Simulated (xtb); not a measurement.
# GeF3 (SMILES [F][Ge]([F])[F]): GFN1-xTB

Aim: the energy change on altering one bond length of GeF3 at GFN1-xTB, from 2 runs. 

The calculation is run with xtb 6.7.1.

4 further runs of the same task are left out: 4 set aside as unsound or not needed.

## 1. The structure to begin with

GeF3: 4 atoms, total charge 0, spin state doublet. SMILES: `[F][Ge]([F])[F]`. The shape is that of a PBE0-D4/def2-TZVP optimisation.

Bond lengths: F1–Ge2 1.721 Å, Ge2–F3 1.721 Å, Ge2–F4 1.721 Å. Angles: F1–Ge2–F3 106.5°, F1–Ge2–F4 106.5°, F3–Ge2–F4 106.5°.

## 2. Energy and gradient at GFN1-xTB

Contents of struc.tmol:

```
$coord
      1.460758294336     -0.910281074232      2.502375334229  f
      0.605468250330     -0.443518721450     -0.599610099344  ge
     -2.443604851754     -1.534457613196     -0.891383812986  f
      0.482258107004      2.774306923563     -1.049742862230  f
$end
```

Started as:

```
$ xtb --gfn 1 -c 0 -u 1 --grad -- struc.tmol | tee struc.out
```

The log of the run:

```text
* xtb version 6.7.1
[...]
          :  # basis functions                  22          :
[...]
          :  # electrons                        25          :
[...]
          :  Hamiltonian                  GFN1-xTB          :
[...]
          :  net charge                          0          :
          :  unpaired electrons                  1          :
[...]
   *** convergence criteria satisfied after 10 iterations ***
[...]
         ::                     SUMMARY                     ::
         :::::::::::::::::::::::::::::::::::::::::::::::::::::
         :: total energy             -17.098588448337 Eh    ::
         :: gradient norm              0.029722330340 Eh/a0 ::
         :: HOMO-LUMO gap              5.753465494789 eV    ::
         ::.................................................::
         :: SCC energy               -17.109763155931 Eh    ::
         :: -> electrostatic           0.057906779764 Eh    ::
         :: repulsion energy           0.011783588999 Eh    ::
         :: dispersion energy         -0.000608881405 Eh    ::
         :: halogen bond corr.         0.000000000000 Eh    ::
         :: add. restraining           0.000000000000 Eh    ::
         :: total charge               0.000000000000 e     ::
         :::::::::::::::::::::::::::::::::::::::::::::::::::::
[...]
        13        1.0000           -0.4230524             -11.5118 (HOMO)
        14                         -0.2116164              -5.7584 (LUMO)
[...]
     #   Z sym  total        # sym  WBO       # sym  WBO       # sym  WBO
 ---------------------------------------------------------------------------
     1   9 f    1.233 --     2 ge   1.097
     2  32 ge   3.290 --     1 f    1.097     3 f    1.097     4 f    1.097
     3   9 f    1.233 --     2 ge   1.097
     4   9 f    1.233 --     2 ge   1.097
 ---------------------------------------------------------------------------
[...]
          | TOTAL ENERGY              -17.098588448337 Eh   |
          | GRADIENT NORM               0.029722330340 Eh/α |
          | HOMO-LUMO GAP               5.753465494789 eV   |
           -------------------------------------------------
[...]
```

Standard error:

```text
normal termination of xtb
```

It took 0.021 s on 1 thread of Intel Xeon 6975P-C (Granite Rapids), shared host.

## 3. The distorted shape, same level

Contents of .CHRG:

```
0
```

Contents of .UHF:

```
1
```

Contents of in.coord:

```
$coord angs
     1.1350710    -0.6792950     2.6373670  F
     0.3204000    -0.2347000    -0.3173000  Ge
    -1.2931000    -0.8120000    -0.4717000  F
     0.2552000     1.4681000    -0.5555000  F
$end
```

Started as:

```
$ xtb in.coord --gfn 1 --grad --json > out.txt 2> xtb.err
```

The log of the run:

```text
* xtb version 6.7.1
[...]
          :  # basis functions                  22          :
[...]
          :  # electrons                        25          :
[...]
          :  Hamiltonian                  GFN1-xTB          :
[...]
          :  net charge                          0          :
          :  unpaired electrons                  1          :
[...]
   *** convergence criteria satisfied after 27 iterations ***
[...]
         ::                     SUMMARY                     ::
         :::::::::::::::::::::::::::::::::::::::::::::::::::::
         :: total energy             -17.025698538865 Eh    ::
         :: gradient norm              0.035469037015 Eh/a0 ::
         :: HOMO-LUMO gap              3.409009825574 eV    ::
         ::.................................................::
         :: SCC energy               -17.032920700665 Eh    ::
         :: -> electrostatic           0.069366856740 Eh    ::
         :: repulsion energy           0.007854822990 Eh    ::
         :: dispersion energy         -0.000632661190 Eh    ::
         :: halogen bond corr.         0.000000000000 Eh    ::
         :: add. restraining           0.000000000000 Eh    ::
         :: total charge               0.000000000000 e     ::
         :::::::::::::::::::::::::::::::::::::::::::::::::::::
[...]
        13        1.0570           -0.4724001             -12.8547 (HOMO)
        14                         -0.3471213              -9.4457 (LUMO)
[...]
     #   Z sym  total        # sym  WBO       # sym  WBO       # sym  WBO
 ---------------------------------------------------------------------------
     1   9 F    0.688 --     2 Ge   0.504
     2  32 Ge   2.738 --     3 F    1.117     4 F    1.117     1 F    0.504
     3   9 F    1.259 --     2 Ge   1.117
     4   9 F    1.259 --     2 Ge   1.117
 ---------------------------------------------------------------------------
[...]
          | TOTAL ENERGY              -17.025698538865 Eh   |
          | GRADIENT NORM               0.035469037015 Eh/α |
          | HOMO-LUMO GAP               3.409009825574 eV   |
           -------------------------------------------------
[...]
```

Standard error:

```text
normal termination of xtb
```

It took 0.021 s on 1 thread of Intel Xeon 6975P-C (Granite Rapids), shared host.

## 4. What came out

At GFN1-xTB:

| quantity | value |
| --- | --- |
| first shape: total energy | -17.09859 Eh |
| first shape: dipole moment | 2.24 D |
| first shape: HOMO energy (partly filled) | -11.51 eV |
| first shape: LUMO energy | -5.76 eV |
| first shape: dispersion energy | -1.60 kJ/mol |
| first shape: largest force on an atom | 1.297 eV/Å |
| distorted shape: total energy | -17.02570 Eh |
| distorted shape: dipole moment | 5.27 D |
| distorted shape: HOMO energy (partly filled) | -12.85 eV |
| distorted shape: LUMO energy | -9.45 eV |
| distorted shape: dispersion energy | -1.66 kJ/mol |
| distorted shape: largest force on an atom | 1.462 eV/Å |
| energy change with the F1–Ge2 bond stretched from 1.721 to 3.097 Å | 1.983 eV |

**Reading.** With the F1–Ge2 bond stretched from 1.721 to 3.097 Å the energy rises by 1.98 eV (191 kJ/mol). The first shape isn't relaxed at this level, so the change isn't measured from a minimum. The largest force (first shape) is 1.30 eV/Å: the shape isn't a stationary point for this species at this level. Mulliken charges (distorted shape) run from -0.32 on F1 to +0.81 on Ge2.
